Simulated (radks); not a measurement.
**Fe with its nuclear charge varied continuously**

Aim: the energy of 26 electrons in [Ar] 3d6 4s2 as the nuclear charge moves through non-integer values, and a test of dE/dZ = E(electron-nucleus)/Z.

Method: non-relativistic Kohn-Sham, TPSS, spin-polarised, spherical densities, point nucleus; open shells are filled with parallel spins first. Code: radks (a radial shooting solver on a logarithmic mesh, Libxc functionals) version 1.

### Step 1. What is computed

- element: iron (Z = 26)
- charge: 0
- electrons: 26
- configuration: [Ar] 3d6 4s2

Outer shells as boxes (Hund's rule):

Fe
```
[Ar] core
3d [↑↓][↑ ][↑ ][↑ ][↑ ]
4s [↑↓]
```

### Step 2. Z = 26

The run's settings:

```text
Z 26
configuration [Ar] 3d6 4s2
relativity non-relativistic
functional tpss,tpss
spin polarised
nucleus point
```

### Step 3. Z = 25.8

Settings, as their differences from step 2:

```diff
@@ -1,2 +1,2 @@
-Z 26
+Z 25.8
 configuration [Ar] 3d6 4s2
```

### Step 4. Z = 25.9

Settings, as their differences from step 3:

```diff
@@ -1,2 +1,2 @@
-Z 25.8
+Z 25.9
 configuration [Ar] 3d6 4s2
```

### Step 5. Z = 26.1

Settings, as their differences from step 4:

```diff
@@ -1,2 +1,2 @@
-Z 25.9
+Z 26.1
 configuration [Ar] 3d6 4s2
```

### Step 6. Z = 26.2

Settings, as their differences from step 5:

```diff
@@ -1,2 +1,2 @@
-Z 26.1
+Z 26.2
 configuration [Ar] 3d6 4s2
```

### Step 7. Z = 26.3

Settings, as their differences from step 6:

```diff
@@ -1,2 +1,2 @@
-Z 26.2
+Z 26.3
 configuration [Ar] 3d6 4s2
```

### Step 8. Z = 26.4

Settings, as their differences from step 7:

```diff
@@ -1,2 +1,2 @@
-Z 26.3
+Z 26.4
 configuration [Ar] 3d6 4s2
```

### Step 9. Z = 26.5

Settings, as their differences from step 8:

```diff
@@ -1,2 +1,2 @@
-Z 26.4
+Z 26.5
 configuration [Ar] 3d6 4s2
```

### Step 10. Z = 26.6

Settings, as their differences from step 9:

```diff
@@ -1,2 +1,2 @@
-Z 26.5
+Z 26.6
 configuration [Ar] 3d6 4s2
```

### Step 11. Z = 26.7

Settings, as their differences from step 10:

```diff
@@ -1,2 +1,2 @@
-Z 26.6
+Z 26.7
 configuration [Ar] 3d6 4s2
```

### Step 12. Z = 26.8

Settings, as their differences from step 11:

```diff
@@ -1,2 +1,2 @@
-Z 26.7
+Z 26.8
 configuration [Ar] 3d6 4s2
```

### Step 13. Z = 26.9

Settings, as their differences from step 12:

```diff
@@ -1,2 +1,2 @@
-Z 26.8
+Z 26.9
 configuration [Ar] 3d6 4s2
```

### Step 14. Z = 27

Settings, as their differences from step 13:

```diff
@@ -1,2 +1,2 @@
-Z 26.9
+Z 27
 configuration [Ar] 3d6 4s2
```

What does the calculation give? Wanted: for each run, Z; E; E(electron-nucleus)/Z; highest level; its energy; <r>.

As calculated:

```
   Z  E (hartree)  E(electron-nucleus)/Z (hartree)  highest level  its energy (eV)  <r> (bohr)
25.8  -1240.68414                         -114.468        3d down           -2.863       1.283
25.9  -1252.16032                         -115.055        4s down           -3.990       3.231
  26  -1263.69512                         -115.641        4s down           -4.742       3.148
26.1  -1275.28845                         -116.226        4s down           -5.525       3.072
26.2  -1286.94022                         -116.810        4s down           -6.337       3.001
26.3  -1298.65035                         -117.393        4s down           -7.179       2.935
26.4  -1310.41877                         -117.975        4s down           -8.048       2.873
26.5  -1322.24542                         -118.557        4s down           -8.944       2.815
26.6  -1334.13022                         -119.139        4s down           -9.867       2.761
26.7  -1346.07314                         -119.720        4s down          -10.816       2.709
26.8  -1358.07411                         -120.300        4s down          -11.790       2.661
26.9  -1370.13308                         -120.880        4s down          -12.789       2.614
  27  -1382.25002                         -121.459        4s down          -13.813       2.570
```

**Reading.** At Z = 26 the central difference of E is -115.641 hartree, against -115.641 from the Hellmann-Feynman theorem. The top level goes from -2.863 eV at Z = 25.8 to -13.813 eV at Z = 27. Between Z = 25.8 and 25.9 the top level changes from 3d down to 4s down, so the curve of the top level has a kink there, while E(Z) stays smooth.
